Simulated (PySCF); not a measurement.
**One shape, several levels: SnH4 (SMILES [SnH4])**

We compute a comparison of 6 runs (B2PLYP/STO-6G, PBE/STO-6G, PBE0/STO-6G, r2SCAN/STO-6G, wB97X-V/STO-6G, NEVPT2(2,2)/STO-6G) of SnH4. Input form: a Python script.

Program for the calculation: PySCF 2.14.0.

9 further runs of the same task are left out: 1 that didn't finish, 8 set aside as unsound or not needed.

**1. The system as given**

The species is SnH4 (5 atoms), meant as a singlet with charge 0. SMILES: `[SnH4]`. The Sn1–H2 distance was set to 2.556 Å, away from the relaxed value. At this shape a bond of the SMILES string is far longer than usual.

Bond lengths: Sn1–H3 1.704 Å, Sn1–H4 1.704 Å, Sn1–H5 1.704 Å. Angles: H3–Sn1–H4 109.5°, H3–Sn1–H5 109.5°, H4–Sn1–H5 109.5°.

**2. A single-point energy at B2PLYP/STO-6G (run 1)**

Input file job.py:

```python
from pyscf import gto, dft, mp

mol = gto.M(
    atom='''
Sn      -0.411911       0.426751      -0.611405
H        0.823920      -0.853480       1.222940
H       -1.975551       0.830161      -0.068305
H       -0.528751      -0.547869      -2.003935
H        0.444529       1.851381      -0.985085
''',
    max_memory=1860,
    spin=0,
    verbose=3,
    basis='sto-6g',
)

mf = dft.RKS(mol)
mf.xc = '0.53*HF + 0.47*B88, 0.73*LYP'
mf.conv_tol = 1e-10
mf.grids.level = 5
mf.kernel()
if not mf.converged:
    mf = mf.newton().run(mf.mo_coeff, mf.mo_occ)

pt = mp.MP2(mf, frozen=18).run()
energy = mf.e_tot + 0.27 * pt.e_corr
print('PT2 part  %.8f' % (0.27 * pt.e_corr))
print('Final energy', energy)
```

Launch:

```bash
$ OMP_NUM_THREADS=1 python job.py
```

The log of the run:

```text
converged SCF energy = -5998.22128792683
E(RMP2) = -5998.30648940778  E_corr = -0.0852014809525748
E(SCS-RMP2) = -5998.32281026292  E_corr = -0.101522336085486
PT2 part  -0.02300440
Final energy -5998.244292326688
```

It took 5.1 s on 1 thread of Arm Neoverse V1, shared host; peak memory 0.25 GiB.

**3. A single-point energy at PBE/STO-6G (run 2)**

Input file job.py:

```python
from pyscf import gto, dft

system = gto.Mole()
system.atom = '''
Sn    -0.411911     0.426751    -0.611405
H      0.823920    -0.853480     1.222940
H     -1.975551     0.830161    -0.068305
H     -0.528751    -0.547869    -2.003935
H      0.444529     1.851381    -0.985085
'''
system.max_memory = 1860
system.verbose = 3
system.spin = 0
system.basis = 'sto-6g'
system.build()

mf = dft.RKS(system, xc='pbe')
mf.conv_tol = 1e-10
mf.grids.level = 5
mf.kernel()
if not mf.converged:
    mf = mf.newton().run(mf.mo_coeff, mf.mo_occ)

etot = mf.e_tot
print('E(%s) = %.9f' % ('PBE', etot))
```

Launch:

```bash
$ OMP_NUM_THREADS=1 python job.py
```

The log of the run:

```text
converged SCF energy = -5998.20014706691
E(PBE) = -5998.200147067
```

Wall time 5.7 s (1 thread of Arm Neoverse V1, shared host); peak memory 0.25 GiB.

Runs 3 to 5 aren't shown in full; the table further down has their settings and results.

**4. A single-point energy at NEVPT2(2,2)/STO-6G (run 6)**

Input file job.py:

```python
import numpy
from pyscf import gto, scf, mp, mcscf, mrpt

mol = gto.M(
    atom='''
Sn    -0.778399     0.806443    -1.155388
H      1.556983    -1.612843     2.311022
H     -3.733250     1.568777    -0.129078
H     -0.999195    -1.035322    -3.786888
H      0.840038     3.498603    -1.861541
''',
    charge=0,
    max_memory=1860,
    verbose=3,
    spin=0,
    basis='sto-6g',
    unit='bohr',
)

calc0 = scf.RHF(mol)
calc0.conv_tol = 1e-10
calc0.kernel()
if not calc0.converged:
    calc0 = calc0.newton().run(calc0.mo_coeff, calc0.mo_occ)

pt = mp.MP2(scf.addons.convert_to_uhf(calc0)).run()
noons, natorbs = mcscf.addons.make_natural_orbitals(pt)
print('natural occupations', numpy.round(noons[:40], 4))
cas = mcscf.CASSCF(calc0, 2, 2)
cas.fix_spin_(ss=0.0)
cas.natorb = True
cas.kernel(natorbs)
e_pt2 = mrpt.NEVPT(cas).kernel()
energy = cas.e_tot + e_pt2
print(f'total energy: {energy:.8f} hartree')
```

Launch:

```bash
$ OMP_NUM_THREADS=1 python job.py
```

The log of the run:

```text
converged SCF energy = -5996.52215140518
E(UMP2) = -5996.58532910291  E_corr = -0.0631776977300004
E(SCS-UMP2) = -5996.59734374002  E_corr = -0.0751923348434986
natural occupations [2.     2.     2.     2.     2.     2.     2.     2.     2.     2.
 2.     2.     2.     2.     2.     2.     2.     2.     2.     2.
 1.9999 1.9998 1.9998 1.9912 1.9862 1.9862 1.9362 0.0644 0.0136 0.0114
 0.0114]
CASSCF energy = -5996.57844923627
CASCI E = -5996.57844923627  E(CI) = -1.05478421011867  S^2 = 0.0000000
Sr    (-1)',   E = -0.00000000000689
Si    (+1)',   E = -0.00000000003604
Sijrs (0)  ,   E = -0.02913040151721
Sijr  (+1) ,   E = -0.00196386479875
Srsi  (-1) ,   E = -0.00144810548076
Srs   (-2) ,   E = -0.00005691175159
Sij   (+2) ,   E = -0.00016476390118
Sir   (0)' ,   E = -0.00077561550586
Nevpt2 Energy = -0.033539662998271
total energy: -5996.61198890 hartree
```

Wall time 2.3 s (1 thread of Arm Neoverse V1, shared host); peak memory 0.13 GiB.

**5. The series**

| run | level | frozen core orbitals | nlc grid | energy (Eh) | dipole moment (D) of the reference | HOMO energy (eV) | LUMO energy (eV) | wall time |
| --- | --- | --- | --- | --- | --- | --- | --- | --- |
| 1 | B2PLYP/STO-6G | 18 | – | -5998.244292 | 0.70 | -5.76 | 3.07 | 5.1 s |
| 2 | PBE/STO-6G | – | – | -5998.200147 | 0.64 | -4.00 | 0.72 | 5.7 s |
| 3 | PBE0/STO-6G | – | – | -5998.486069 | 0.63 | -4.97 | 1.70 | 5.1 s |
| 4 | r2SCAN/STO-6G | – | – | -5998.974738 | 0.70 | -4.23 | 0.84 | 7.5 s |
| 5 | wB97X-V/STO-6G | – | 1 | -5998.492592 | 0.68 | -7.17 | 3.97 | 28 s |
| 6 | NEVPT2(2,2)/STO-6G | – | – | -5996.611989 | 0.81 | -7.01 | 5.55 | 2.3 s |

**6. What came out**

```
                                    quantity           value
                         run 6: total energy  -5996.61199 Eh
 run 6: dipole moment (Hartree–Fock density)          0.81 D
  run 6: HOMO energy (Hartree–Fock orbitals)        -7.01 eV
  run 6: LUMO energy (Hartree–Fock orbitals)         5.55 eV
run 6: HOMO–LUMO gap (Hartree–Fock orbitals)        12.56 eV
```

What this shows: Over runs 1, 2, 3, 4, 5 the dipole moment (its size) runs from 0.63 D (PBE0/STO-6G) to 0.70 D (B2PLYP/STO-6G). A double hybrid's value is that of its SCF part. Over runs 1, 2, 3, 4, 5 the HOMO–LUMO gap runs from 4.72 eV (PBE/STO-6G) to 11.14 eV (wB97X-V/STO-6G). Totals of different functionals can't be ranked against each other. In runs 1, 2, 3, 4, 5, 6 the basis is minimal, so the values are rough. In runs 1, 2, 3, 4, 5, 6 relativity is left out where basis or elements ask for it. All runs together took 54 s, the longest 28 s.
